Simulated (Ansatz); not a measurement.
**Cu: a line through an energy map**

One line of a two-coordinate grid on Cu (Cmcm, No. 63; 2 atoms in the cell): volume per atom is varied, at stretch along a over the lengths across it = 1.083.

Method: DFT PBEsol, scalar-relativistic, plane waves, PAW, in Ansatz 0.2.0.

1 further run of the same task is left out (set aside as unsound or not needed). Runs told in other sessions of the task aren't counted.

## Step 1: The starting structure

Symmetry: Cmcm, No. 63, orthorhombic system. The conventional cell has a = 2.429 Å, b = 7.919 Å, c = 2.468 Å, α = 90.00°, β = 90.00°, γ = 90.00°. Cu (site symmetry m2m) is surrounded by 10 Cu at 2.43 to 2.53 Å.

As a file:

```cif
data_structure
_symmetry_space_group_name_H-M 'P 1'
_symmetry_Int_Tables_number 1
_cell_length_a 4.1416
_cell_length_b 4.1416
_cell_length_c 2.4676
_cell_angle_alpha 90.000
_cell_angle_beta 90.000
_cell_angle_gamma 145.890
_cell_volume 23.74
loop_
_atom_site_label
_atom_site_type_symbol
_atom_site_fract_x
_atom_site_fract_y
_atom_site_fract_z
_atom_site_occupancy
Cu1 Cu 0.13385 0.86615 0.25000 1
Cu2 Cu 0.86615 0.13385 0.75000 1
```

It goes back to an entry of the Materials Project, which need not be the stable form.

It is the result of an earlier relaxation at this level (volume 11.87 Å³/atom; gap on the mesh: none (metal)).

## Step 2: What is varied

The energy is mapped over volume and the cell's shape.

The axes are (1) volume per atom: 5 values from 10.44 to 13.29 Å³; (2) stretch along a over the lengths across it, relative to the relaxed cell: 5 values from 0.923 to 1.083.

Nothing else is relaxed (fractional coordinates fixed). Energies count from the relaxed crystal. Points are written as (first, second).

## Step 3: Grid point (10.44 Å³, 1.083)

input.yaml

```yaml
crystal:
  lattice:
    - [1.2279622781, -3.6942444803, 0.0]
    - [1.2279622781, 3.6942444803, 0.0]
    - [0.0, 0.0, 2.3022697337]
  atoms:
    - { symbol: Cu, position: [0.1338543804, 0.8661456196, 0.25] }
    - { symbol: Cu, position: [0.8661456196, 0.1338543804, 0.75] }
basis:
  ecutwfc: 520.0
kpoints:
  mp_grid: { grid: [22, 22, 20] }
hamiltonian:
  xc: pbesol
  pseudopotentials: { kind: paw, azcp: { folder: soft_1 } }
scf:
  occupations: { method: gaussian, width: 0.15 }
output:
  forces: true
  stress: true
  eigenvalues: true
```

On the command line:

```sh
$ ansatz run input.yaml --threads 2 --pin off --max-ram 4096MiB --backend cpu --events-out ev --progress --plain --runs-dir out
```

The session goes on with these runs: the other points of the line.

What does the calculation give? Wanted: for each run, volume per atom; energy; slope; pressure; largest force on an atom.

The runs gave:

```
volume per atom (Å³)  step  energy (meV/atom)  slope (meV/atom per Å³)  pressure (GPa)  largest force on an atom (eV/Å)
               10.44     3                170                     −189            30.3                            0.249
               11.16     4                 74                      −87            13.9                            0.277
               11.87     5                 39                      −15             2.4                            0.293
               12.58     6                 48                       36            −5.7                            0.302
               13.29     7                 87                       71           −11.4                            0.305
```

Energies count from the relaxed crystal. Slopes come from the forces (and the stress, where the cell changes), not from differences of energies.

What this shows: Of the points computed the energy is lowest at 11.87 Å³, 39 meV/atom from the zero. Energies and slopes round the minimum, fitted together, put the minimum at 12.050 Å³, with a curvature of about 77 meV/atom per (Å³)². V·d²E/dV² there is about 150 GPa, a bulk modulus under this line's constraint. The highest point computed, at 10.44 Å³, lies 131 meV/atom above the lowest. This is one cut through a surface in two coordinates; the map's lowest point lies off it. With the other coordinates free, the energies away from the reference would be the same or lower.
